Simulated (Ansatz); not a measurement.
# One shape, several levels: Al2NHF4 ([(F)2Al]2NH)

We compute a comparison of 3 runs (HF/STO-3G, PBE0/def2-SVP, B3LYP/6-31G*) of Al2NHF4 ([(F)2Al]2NH). 

The calculation is run with Ansatz 0.2.0.

5 further runs of the same task are left out: 2 that didn't finish, 3 set aside as unsound or not needed.

### Step 1. The system as given

Al2NHF4: 8 atoms, total charge 0, spin state singlet. The shape comes from GFN2-xTB, which is rough for such elements, and wasn't checked as a minimum.

Bond lengths: Al1–F2 1.641 Å, Al1–F3 1.637 Å, Al1–N4 1.790 Å, N4–Al5 1.790 Å, Al5–F6 1.637 Å, Al5–F7 1.641 Å, N4–H8 1.016 Å. Angles: F2–Al1–F3 119.2°, F2–Al1–N4 118.6°, F3–Al1–N4 122.2°, Al1–N4–Al5 131.8°, N4–Al5–F6 122.2°, N4–Al5–F7 118.5°, F6–Al5–F7 119.3°, Al1–N4–H8 114.0°, Al5–N4–H8 114.2°.

### Step 2. Energy and forces at HF/STO-3G (run 1)

molecule.yaml

```yaml
crystal:
  periodic: [false, false, false]
  atoms:
    - {symbol: Al, position_ang: [0.408920, -0.707200, -1.423220]}
    - {symbol: F, position_ang: [-0.124120, -0.690760, -2.974650]}
    - {symbol: F, position_ang: [1.721630, -1.606660, -1.040540]}
    - {symbol: N, position_ang: [-0.471350, 0.264010, -0.203680]}
    - {symbol: Al, position_ang: [-0.160350, 0.565330, 1.533390]}
    - {symbol: F, position_ang: [1.157420, -0.032370, 2.299010]}
    - {symbol: F, position_ang: [-1.238120, 1.470500, 2.376690]}
    - {symbol: H, position_ang: [-1.294030, 0.737150, -0.567010]}
basis:
  gaussian:
    orbitals: STO-3G
magnetization:
  spin_polarized: false
  initial_magnetization: 0
hamiltonian:
  xc: hf
accuracy: high
output: {forces: true, orbitals: {seedname: orbitals}}
```

Command:

```console
$ ansatz run molecule.yaml --threads 1 --pin off --max-ram 3480MiB --events-out events.jsonl --progress --plain --runs-dir runs
```

Standard output:

```text
Warning: RAYON_NUM_THREADS=1 ignored (pool sized by the plan → 1); use --threads N
Functional definition: HF
  name "HF"
  exchange = exact_x
  correlation = 0
903 factors; integrals over basis functions are off by at most 3.8e-8 eV
mean field evaluation 1: about -25158.2988 eV, gradient 3.7e1 eV
mean field evaluation 2: about -25158.3646 eV, gradient 3.7e1 eV
mean field evaluation 4: about -25163.9787 eV, gradient 1.6e0 eV
mean field evaluation 8: about -25163.9896 eV, gradient 4.1e-2 eV
mean field -25163.98959201 eV, -924.7595607416 hartree, gradient 8.3e-8 eV, S^2 0.000000; 0 other end points of the search recorded, 0 dependent functions left out
the calculation of the forces begins
reference -25163.98959201 eV, -924.7595607416 hartree; 35, 35 occupied and 9, 9 virtual orbitals, 903 factors
Total energy: -25163.98959201 eV, -924.7595607416 hartree
Atom 0 at     0.408920    -0.707200    -1.423220 Å, force    -0.774433     0.695498     0.417542 eV/Å
Atom 1 at    -0.124120    -0.690760    -2.974650 Å, force     0.528676    -0.098844     1.252352 eV/Å
Atom 2 at     1.721630    -1.606660    -1.040540 Å, force    -1.013613     0.707549    -0.268739 eV/Å
Atom 3 at    -0.471350     0.264010    -0.203680 Å, force     2.029914    -1.139542     0.869124 eV/Å
Atom 4 at    -0.160350     0.565330     1.533390 Å, force    -0.537777     0.038205    -0.987512 eV/Å
Atom 5 at     1.157420    -0.032370     2.299010 Å, force    -1.025018     0.452900    -0.617365 eV/Å
Atom 6 at    -1.238120     1.470500     2.376690 Å, force     0.976387    -0.759158    -0.593359 eV/Å
Atom 7 at    -1.294030     0.737150    -0.567010 Å, force    -0.184136     0.103392    -0.072043 eV/Å
Dipole moment:    -0.136006     0.080070    -0.058308 e Å
```

Wall time 3.3 s (1 thread of Intel Xeon at 2.70GHz, shared host).

### Step 3. Energy and gradient at PBE0/def2-SVP (run 2)

in.yaml

```yaml
crystal:
  periodic: [false, false, false]
  atoms:
    - {symbol: Al, position_ang: [0.408920, -0.707200, -1.423220]}
    - {symbol: F, position_ang: [-0.124120, -0.690760, -2.974650]}
    - {symbol: F, position_ang: [1.721630, -1.606660, -1.040540]}
    - {symbol: "N", position_ang: [-0.471350, 0.264010, -0.203680]}
    - {symbol: Al, position_ang: [-0.160350, 0.565330, 1.533390]}
    - {symbol: F, position_ang: [1.157420, -0.032370, 2.299010]}
    - {symbol: F, position_ang: [-1.238120, 1.470500, 2.376690]}
    - {symbol: H, position_ang: [-1.294030, 0.737150, -0.567010]}
basis:
  gaussian: {orbitals: def2-SVP}
hamiltonian: {xc: pbe0}
accuracy: high
output: {forces: true, orbitals: {seedname: orbitals}}
```

Command:

```console
$ ansatz run in.yaml --threads 1 --pin off --max-ram 3480MiB --events-out events.jsonl --progress --plain --runs-dir runs
```

Standard output (excerpt; [...] marks lines left out):

```text
Warning: RAYON_NUM_THREADS=1 ignored (pool sized by the plan → 1); use --threads N
Functional definition: PBE0
  name "PBE0"
[...]
2311 factors; integrals over basis functions are off by at most 1.9e-8 eV
[...]
mean field -25545.47901557 eV, -938.7790384747 hartree, gradient 7.7e-8 eV, S^2 0.000000; 0 other end points of the search recorded, 0 dependent functions left out
[...]
reference -25545.47901914 eV, -938.7790386059 hartree; 35, 35 occupied and 76, 76 virtual orbitals, 2311 factors
Total energy: -25545.47901914 eV, -938.7790386059 hartree
Atom 0 at     0.408920    -0.707200    -1.423220 Å, force    -0.557925     0.584626     0.588888 eV/Å
Atom 1 at    -0.124120    -0.690760    -2.974650 Å, force    -0.112021    -0.031698    -0.422913 eV/Å
Atom 2 at     1.721630    -1.606660    -1.040540 Å, force     0.360187    -0.240616     0.126673 eV/Å
Atom 3 at    -0.471350     0.264010    -0.203680 Å, force     0.614993    -0.339755     0.255475 eV/Å
Atom 4 at    -0.160350     0.565330     1.533390 Å, force    -0.282722    -0.116348    -0.948373 eV/Å
Atom 5 at     1.157420    -0.032370     2.299010 Å, force     0.355305    -0.166657     0.189423 eV/Å
Atom 6 at    -1.238120     1.470500     2.376690 Å, force    -0.244800     0.238232     0.262874 eV/Å
Atom 7 at    -1.294030     0.737150    -0.567010 Å, force    -0.133019     0.072216    -0.052046 eV/Å
Dipole moment:    -0.280188     0.161096    -0.121103 e Å
```

Wall time 15 s (1 thread of Intel Xeon at 2.70GHz, shared host).

### Step 4. Energy and gradient at B3LYP/6-31G(d) (Cartesian functions) (run 3)

run.yaml

```yaml
crystal:
  periodic: [false, false, false]
  atoms:
    - {symbol: Al, position_ang: [0.408920, -0.707200, -1.423220]}
    - {symbol: F, position_ang: [-0.124120, -0.690760, -2.974650]}
    - {symbol: F, position_ang: [1.721630, -1.606660, -1.040540]}
    - {symbol: N, position_ang: [-0.471350, 0.264010, -0.203680]}
    - {symbol: Al, position_ang: [-0.160350, 0.565330, 1.533390]}
    - {symbol: F, position_ang: [1.157420, -0.032370, 2.299010]}
    - {symbol: F, position_ang: [-1.238120, 1.470500, 2.376690]}
    - {symbol: H, position_ang: [-1.294030, 0.737150, -0.567010]}
basis:
  gaussian:
    orbitals: "6-31G*"
total_charge: 0
hamiltonian:
  xc: {name: B3LYP}
accuracy: high
output:
  forces: true
  orbitals: {seedname: orbitals}
```

Command:

```console
$ ansatz run run.yaml --threads 1 --pin off --max-ram 3480MiB --events-out events.jsonl --progress --plain --runs-dir runs
```

Standard output (excerpt; [...] marks lines left out):

```text
Warning: RAYON_NUM_THREADS=1 ignored (pool sized by the plan → 1); use --threads N
Functional definition: B3LYP
  name "B3LYP"
[...]
2350 factors; integrals over basis functions are off by at most 8.3e-9 eV
[...]
mean field -25577.56827334 eV, -939.9582969468 hartree, gradient 9.7e-9 eV, S^2 0.000000; 0 other end points of the search recorded, 0 dependent functions left out
[...]
reference -25577.56831918 eV, -939.9582986314 hartree; 35, 35 occupied and 80, 80 virtual orbitals, 2350 factors
Total energy: -25577.56831918 eV, -939.9582986314 hartree
Atom 0 at     0.408920    -0.707200    -1.423220 Å, force    -0.344060     0.359880     0.336228 eV/Å
Atom 1 at    -0.124120    -0.690760    -2.974650 Å, force    -0.059001    -0.036650    -0.282541 eV/Å
Atom 2 at     1.721630    -1.606660    -1.040540 Å, force     0.222175    -0.147028     0.080285 eV/Å
Atom 3 at    -0.471350     0.264010    -0.203680 Å, force     0.384649    -0.210882     0.155164 eV/Å
Atom 4 at    -0.160350     0.565330     1.533390 Å, force    -0.190539    -0.062982    -0.564306 eV/Å
Atom 5 at     1.157420    -0.032370     2.299010 Å, force     0.213854    -0.101346     0.114519 eV/Å
Atom 6 at    -1.238120     1.470500     2.376690 Å, force    -0.142822     0.154474     0.190940 eV/Å
Atom 7 at    -1.294030     0.737150    -0.567010 Å, force    -0.084257     0.044534    -0.030289 eV/Å
Dipole moment:    -0.270748     0.155836    -0.117165 e Å
```

It took 28 s on 1 thread of Intel Xeon at 2.70GHz, shared host.

### Step 5. The series

| run | level | Cartesian functions | energy (Eh) | dipole moment (D) | HOMO energy (eV) | LUMO energy (eV) | wall time |
| --- | --- | --- | --- | --- | --- | --- | --- |
| 1 | HF/STO-3G | no | -924.759561 | 0.81 | -7.59 | 9.86 | 3.3 s |
| 2 | PBE0/def2-SVP | no | -938.779039 | 1.66 | -8.65 | -1.31 | 15 s |
| 3 | B3LYP/6-31G* (Cartesian functions) | yes | -939.958299 | 1.60 | -8.19 | -1.61 | 28 s |

### Step 6. Outcome

| quantity | value |
| --- | --- |
| run 3: total energy | -939.95830 Eh |
| run 3: dipole moment | 1.60 D |
| run 3: HOMO energy | -8.19 eV |
| run 3: LUMO energy | -1.61 eV |
| run 3: HOMO–LUMO gap | 6.58 eV |
| run 3: largest force on an atom | 0.601 eV/Å |

In words: The dipole moment (its size) runs from 0.81 D (HF/STO-3G) to 1.66 D (PBE0/def2-SVP). The two ends differ in method and basis. The HOMO–LUMO gap runs from 6.58 eV (B3LYP/6-31G*) to 17.45 eV (HF/STO-3G). Totals of different functionals can't be ranked against each other. In run 1 the basis is minimal, so the values are rough. All runs together took 46 s, the longest 28 s.
